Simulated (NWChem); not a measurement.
**SiTe in NWChem: the effect of functional**

The system is SiTe.

```
CELL_PARAMETERS angstrom
3.71434 0.00000 0.00000
-1.85717 3.21671 0.00000
0.00000 0.00000 4.97637
ATOMIC_POSITIONS crystal
Si 0.99202 0.99230 0.50271
Te 0.00033 0.98794 0.00241
```

The cell was built by a generator and needn't be a form met in nature.

The cell isn't the ideal one: atoms moved at random, drawn with an rms of 0.05 Å.

Alike in all runs:

| Property | Result |
| --- | --- |
| Program | NWChem 7.3.0 |
| Task | single point |
| Potentials or basis | NWChem's default library (pspw_default) |
| Cutoff | 544 eV |
| Density cutoff | 1088 eV |
| k mesh | 5 × 5 × 3 |
| Occupations | fermi-dirac, width 0.05 eV |
| Spin | no spin polarisation |

```tsv
functional	pressure (GPa)
LDA	-5.2
BLYP	1.8
revPBE	?
PBEsol	-4.8
BEEF	2.6
XBEEF-CPBE	1.2
```

Question: What does the run with functional revPBE give?

Answer: Pressure -1.4 GPa.

Caveats: all runs use coarse meshes; potentials of this library can shift pressures by several GPa and gaps by up to half an eV, enough to turn an indirect gap into a direct one; the program made these potentials with LDA, not with the functional of the run (some runs).

Runs at the PBE level aren't shown here.
